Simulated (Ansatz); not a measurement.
# Ag: strong compression

How does Ag (fcc type) answer strong compression? Methods of the runs shown: PAW. Its runs: cell relaxed at zero pressure (PAW); volume scaled by 1 (PAW); volume scaled by 0.94 (PAW); volume scaled by 0.88 (PAW and PAW (cutoff 600 eV)); volume scaled by 0.8 (PAW); volume scaled by 0.72 (PAW); volume scaled by 0.64 (PAW); volume scaled by 0.55 (PAW); volume scaled by 0.45 (PAW and PAW (source ansatz)).

Program: Ansatz 0.2.0. Level of theory: DFT r²SCAN, with the methods named in each step. These are calculated values, not measurements.

## Step 1: Starting point

Symmetry: Fm-3m, No. 225, cubic system. The conventional cell has a = 4.086 Å, b = 4.086 Å, c = 4.086 Å, α = 90.00°, β = 90.00°, γ = 90.00°. Ag (site symmetry m-3m) is surrounded by 12 Ag at 2.89 Å.

As a file:

```xyz
1
Lattice="0.0000 2.0428 2.0428 2.0428 0.0000 2.0428 2.0428 2.0428 0.0000" Properties=species:S:1:pos:R:3 pbc="T T T"
Ag    0.0000    0.0000    0.0000
```

Whether this phase is the stable one at these pressures isn't tested.

## Step 2: Cell relaxed at zero pressure, PAW

File input.yaml:

```yaml
crystal:
  lattice:
    - [0.0, 2.0428264039, 2.0428264039]
    - [2.0428264039, 0.0, 2.0428264039]
    - [2.0428264039, 2.0428264039, 0.0]
  atoms:
    - { symbol: Ag, position: [0.0, 0.0, 0.0] }
kpoints:
  mp_grid: { grid: [18, 18, 18] }
scf:
  occupations: { method: fermi_dirac, width: 0.1 }
hamiltonian:
  xc: r2scan
  pseudopotentials: { kind: paw }
output:
  forces: true
  stress: true
  write_density: true
  write_potential: true
  elf: true
  volumetric_format: npy
relax:
  f_tol: 0.005
  max_steps: 40
  cell: {}
```

Command:

```sh
ansatz run input.yaml --threads 1 --pin off --max-ram 2048MiB --backend cpu --events-out ev --progress --plain --runs-dir out
```

The runs that follow: Volume scaled by 1, PAW; Volume scaled by 0.94, PAW; Volume scaled by 0.88, PAW; Volume scaled by 0.88, PAW (cutoff 600 eV); Volume scaled by 0.8, PAW; Volume scaled by 0.72, PAW; Volume scaled by 0.64, PAW; Volume scaled by 0.55, PAW; Volume scaled by 0.45, PAW; Volume scaled by 0.45, PAW (source ansatz).

**Question.** What will these runs give? Wanted: PAW pressure at 0.45 of the volume; fitted bulk modulus at zero pressure.

The runs gave:

```
                                  quantity      value
        PAW pressure at 0.45 of the volume  736.7 GPa
fitted bulk modulus at zero pressure (PAW)    110 GPa
                   its pressure derivative       5.33
```

At 0.45 of the starting volume PAW gives 737 GPa. A third-order Birch-Murnaghan curve fits the range only roughly (B₀ = 110 GPa, B′ = 5.33, misfit at most 4.93 GPa). A fit over so wide a range leans to the high pressures, so B₀ can be off by several per cent. No all-electron run checks these rows here, and frozen cores can fail under such compression. The ions are at rest, and the electrons smeared by 0.1 eV.
